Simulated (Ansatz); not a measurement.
# C₅H₅F₃O₃: basis-set convergence

The task here is to estimate one member of a computed series from the others.

The runs use Ansatz 0.2.0, Gaussian basis; one geometry, several basis sets.

Plan: PBE0-D4/def2-SVP; ωB97M-V/def2-SVP; PBE0-D4/def2-QZVPP; ωB97M-V/def2-QZVPP; the functionals' def2-TZVPP values are taken from earlier runs.

### The relaxed structure

All runs share one geometry, relaxed beforehand with PBE0-D4 in a triple-zeta def2 set.

SMILES `COC(=O)CC(=O)C(F)(F)F`, 16 atoms, charge 0, spin multiplicity 1.

Atoms are counted from 1 here; the program's logs count them from 0.

Bond lengths: C1–O2 1.428 Å, C1–H12 1.090 Å, C1–H13 1.087 Å, C1–H14 1.090 Å, O2–C3 1.331 Å, C3–O4 1.199 Å, C3–C5 1.513 Å, C5–C6 1.505 Å, C5–H15 1.092 Å, C5–H16 1.092 Å, C6–O7 1.192 Å, C6–C8 1.549 Å, C8–F9 1.336 Å, C8–F10 1.317 Å, C8–F11 1.343 Å. Angles: O2–C1–H12 110.3°, O2–C1–H13 105.7°, O2–C1–H14 110.4°, H12–C1–H13 110.7°, H12–C1–H14 109.1°, H13–C1–H14 110.6°, C1–O2–C3 115.1°, O2–C3–O4 124.8°, O2–C3–C5 110.6°, O4–C3–C5 124.6°, C3–C5–C6 110.7°, C3–C5–H15 108.3°, C3–C5–H16 109.5°, C6–C5–H15 108.2°, C6–C5–H16 111.6°, H15–C5–H16 108.5°, C5–C6–O7 124.7°, C5–C6–C8 115.5° and more.

The first run:

The input, in.yaml:

```yaml
crystal:
  periodic: [false, false, false]
  atoms:
    - {symbol: C, position_ang: [-1.656529, -0.920724, 2.269778]}
    - {symbol: O, position_ang: [-1.546209, -0.323808, 0.976677]}
    - {symbol: C, position_ang: [-0.345078, 0.167933, 0.681578]}
    - {symbol: O, position_ang: [0.607691, 0.127964, 1.407603]}
    - {symbol: C, position_ang: [-0.355564, 0.812433, -0.687083]}
    - {symbol: C, position_ang: [1.049088, 1.046493, -1.174774]}
    - {symbol: O, position_ang: [1.624142, 2.088861, -1.111931]}
    - {symbol: C, position_ang: [1.729865, -0.167939, -1.853109]}
    - {symbol: F, position_ang: [1.449403, -1.306138, -1.212977]}
    - {symbol: F, position_ang: [3.037844, -0.028761, -1.923251]}
    - {symbol: F, position_ang: [1.242487, -0.277031, -3.099328]}
    - {symbol: H, position_ang: [-0.964274, -1.758038, 2.360901]}
    - {symbol: H, position_ang: [-2.685209, -1.263232, 2.348873]}
    - {symbol: H, position_ang: [-1.434126, -0.188872, 3.046817]}
    - {symbol: H, position_ang: [-0.853636, 1.780815, -0.605675]}
    - {symbol: H, position_ang: [-0.922796, 0.187244, -1.379799]}
basis:
  gaussian: {orbitals: def2-SVP}
hamiltonian: {xc: pbe0, dispersion: d4}
output: {orbitals: {seedname: orbitals}}
```

The run is started by

```bash
$ ansatz run in.yaml --threads 4 --pin off --events-out ev --progress --plain --max-ram 66560MiB --backend cpu
```

Steps of the session up to this table: PBE0-D4 in def2-SVP; ωB97M-V in def2-SVP; PBE0-D4 in def2-QZVPP; ωB97M-V in def2-QZVPP.

One table of the session follows, with a row left open; its other results are not shown here.

It belongs to the step «Density functionals: the series». 

| functional | basis | HOMO (eV) |
| --- | --- | --- |
| PBE0-D4 | def2-SVP | -8.28 |
| PBE0-D4 | def2-TZVPP | -8.43 |
| PBE0-D4 | def2-QZVPP | -8.47 |
| ωB97M-V | def2-SVP | -10.67 |
| ωB97M-V | def2-TZVPP | -10.85 |
| ωB97M-V | def2-QZVPP | ? |

**Question.** Estimate the row for ωB97M-V, def2-QZVPP.

The run gave: HOMO (eV): -10.89. In the column «HOMO (eV)» it is the lowest.
